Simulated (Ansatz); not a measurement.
# C5H8N2O: the cost of one run

Computed with Ansatz 0.2.0 (the levels named in each step, unless a step's input says otherwise).

## (1) The system as given

Bond lengths (14 of 15 bonds, heavy atoms first): N1–C2 1.357 Å, C2–C3 1.406 Å, C3–C4 1.375 Å, C4–C5 1.393 Å, C5–C6 1.380 Å, C2–N7 1.337 Å, C6–N7 1.325 Å, N1–H9 1.012 Å, N1–H10 1.004 Å, C3–H11 1.079 Å, C4–H12 1.080 Å, C5–H13 1.078 Å, C6–H14 1.083 Å, O8–H15 0.958 Å. Angles (14 of 20 angles, heavy atoms first): N1–C2–C3 121.7°, N1–C2–N7 116.7°, C3–C2–N7 121.6°, C2–C3–C4 118.8°, C3–C4–C5 119.4°, C4–C5–C6 117.8°, C5–C6–N7 123.7°, C2–N7–C6 118.7°, C2–N1–H9 116.7°, C2–N1–H10 118.8°, C2–C3–H11 119.8°, C4–C3–H11 121.5°, C3–C4–H12 120.2°, C5–C4–H12 120.4°.

Coordinates:

```xyz
16

N     0.3567    1.4865    1.1934
C     0.4379    0.5094    0.2558
C     1.6073    0.3042   -0.4973
C     1.6450   -0.7410   -1.3897
C     0.5303   -1.5657   -1.5228
C    -0.5737   -1.2861   -0.7437
N    -0.6305   -0.2823    0.1192
O    -2.4790    0.9990    1.7222
H    -0.5625    1.6813    1.5689
H     1.0295    2.2321    1.1747
H     2.4509    0.9646   -0.3675
H     2.5311   -0.9185   -1.9820
H     0.5259   -2.3942   -2.2122
H    -1.4728   -1.8862   -0.8077
H    -2.7704    0.4199    2.4278
H    -2.0316    0.4268    1.0653
```

## (2) A rough first relaxation, PBE-D4/def2-SVP

This run stands in another session on the same molecule. It ended at:

```xyz
16

N     0.2563    1.5184    1.1703
C     0.3913    0.5211    0.2531
C     1.5994    0.3025   -0.4709
C     1.6618   -0.7577   -1.3700
C     0.5413   -1.5939   -1.5487
C    -0.6033   -1.3027   -0.8002
N    -0.6897   -0.2841    0.0698
O    -2.4499    1.0462    1.7294
H    -0.6971    1.6618    1.5593
H     0.9625    2.2467    1.2324
H     2.4630    0.9657   -0.3120
H     2.5878   -0.9381   -1.9379
H     0.5562   -2.4401   -2.2491
H    -1.5121   -1.9212   -0.9046
H    -2.4246    0.4987    2.5364
H    -2.0487    0.4264    1.0473
```

## (3) Relaxation, HF/STO-3G

Input file input.yaml:

```yaml
crystal:
  periodic: [false, false, false]
  atoms:
    - { symbol: "N", position_ang: [0.2562747, 1.51835952, 1.17028212] }
    - { symbol: C, position_ang: [0.39131349, 0.52111149, 0.25314966] }
    - { symbol: C, position_ang: [1.59935681, 0.30254334, -0.47091998] }
    - { symbol: C, position_ang: [1.66175882, -0.7577101, -1.36997813] }
    - { symbol: C, position_ang: [0.54127404, -1.59390811, -1.54868856] }
    - { symbol: C, position_ang: [-0.60326992, -1.302682, -0.80022527] }
    - { symbol: "N", position_ang: [-0.68974924, -0.2841134, 0.0697809] }
    - { symbol: O, position_ang: [-2.44992257, 1.04624317, 1.72936985] }
    - { symbol: H, position_ang: [-0.69714681, 1.66181002, 1.55932659] }
    - { symbol: H, position_ang: [0.96249403, 2.24670341, 1.23240207] }
    - { symbol: H, position_ang: [2.46302499, 0.96571097, -0.31203215] }
    - { symbol: H, position_ang: [2.58777165, -0.9380985, -1.93786643] }
    - { symbol: H, position_ang: [0.55621036, -2.44012717, -2.24910998] }
    - { symbol: H, position_ang: [-1.51214366, -1.92122816, -0.90463104] }
    - { symbol: H, position_ang: [-2.42457667, 0.49872652, 2.53637784] }
    - { symbol: H, position_ang: [-2.04867003, 0.42636899, 1.0472625] }
basis:
  gaussian: { orbitals: STO-3G }
hamiltonian:
  xc: hf
relax:
  f_tol: 0.004
  max_steps: 150
```

On the command line:

```console
> ansatz run input.yaml --threads 4 --pin off --max-ram 10240MiB --backend cpu --events-out ev --progress --plain --runs-dir out
```

What time and memory should one allow on 4 threads of Arm Neoverse V2, shared host?

About 8.4 s, with a peak of 0.11 GiB.
